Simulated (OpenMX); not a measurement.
The system is NbTe.

```
Te Nb
1.0
     3.70297    0.00000    0.00000
    -1.85149    3.20687    0.00000
     0.00000    0.00000    3.69421
Te Nb
1 1
Direct
  0.66667 0.33333 0.00000
  0.00000 0.00000 0.50000
```

The cell comes from a database or a generator and needn't be the stable form of this composition.

Base run:

| Quantity | Value |
| --- | --- |
| Program | OpenMX 3.8.5 |
| Functional | PBE |
| Potentials or basis | OpenMX 2013 PBE set, Te7.0-s3p2d2f1, Nb7.0-s3p2d2, grid cutoff 500 Ry |
| k mesh | 7 × 7 × 5 |
| Occupations | fermi-dirac, width 0.05 eV |
| Spin | no spin polarisation |

Its results: pressure 2.5 GPa; largest force 0.006 eV/Å.

**Question.** The run is repeated on the same cell with these changes: functional from PBE to LDA; potentials or basis from OpenMX 2013 PBE set, Te7.0-s3p2d2f1, Nb7.0-s3p2d2, grid cutoff 500 Ry to OpenMX 2013 LDA set, Te7.0-s3p2d2f1, Nb7.0-s3p2d2, grid cutoff 500 Ry. What comes out?

**Answer.** Pressure -4.3 GPa; largest force 0.006 eV/Å.

Caveats: the basis of atomic orbitals isn't converged, which shifts pressures, moduli and gaps.
